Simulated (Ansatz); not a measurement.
# GaH3N: the cost of one run

Program: Ansatz 0.2.0, Gaussian basis. Level of theory: cc-pVTZ, correlated electrons: outside noble gas. These are calculated values, not measurements.

The runs, in order: UHF; CCSD(T) on ROHF; CCSD(T) on UHF; BCCD(T) on ROHF; CCSDT(Q) on ROHF; CCSDT(Q) on UHF.

### Step 1. The system

The geometry is a PBE0/def2-TZVP stationary point (not a proven minimum). No spin-orbit coupling is included. The filled d shell of Ga may be among the frozen orbitals whatever the setting's name suggests; the logs give the count.

5 atoms, charge 0, spin multiplicity 2.

Atoms are counted from 1 here; the program's logs count them from 0.

Bond lengths: N1–Ga2 1.790 Å, N1–H3 1.006 Å, Ga2–H4 1.556 Å, Ga2–H5 1.556 Å. Angles: Ga2–N1–H3 180.0°, N1–Ga2–H4 115.6°, N1–Ga2–H5 115.6°, H4–Ga2–H5 128.7°.

In the tables R marks a restricted open-shell determinant and U an unrestricted one; correlation energies count from the lowest restricted Hartree-Fock solution.

### Step 2. UHF

in.yaml

```yaml
crystal:
  periodic: [false, false, false]
  atoms:
    - {symbol: N, position_ang: [0.000000, 0.000000, 1.484201]}
    - {symbol: Ga, position_ang: [0.000000, 0.000000, -0.305855]}
    - {symbol: H, position_ang: [0.000000, 0.000000, 2.490372]}
    - {symbol: H, position_ang: [0.000000, 1.403312, -0.979106]}
    - {symbol: H, position_ang: [0.000000, -1.403312, -0.979106]}
basis:
  gaussian: {orbitals: cc-pVTZ}
magnetization: {spin_polarized: true, initial_magnetization: 1}
hamiltonian: {xc: hf}
output: {orbitals: {seedname: orbitals}}
```

Command:

```bash
$ ansatz run in.yaml --threads 1 --pin off --events-out ev --progress --plain --max-ram 4096MiB --backend cpu
```

**Question.** How long does this run take on 1 thread of AMD EPYC 7R13, shared host, and how much memory does it need?

About 6.5 s, with a peak of 0.33 GiB.
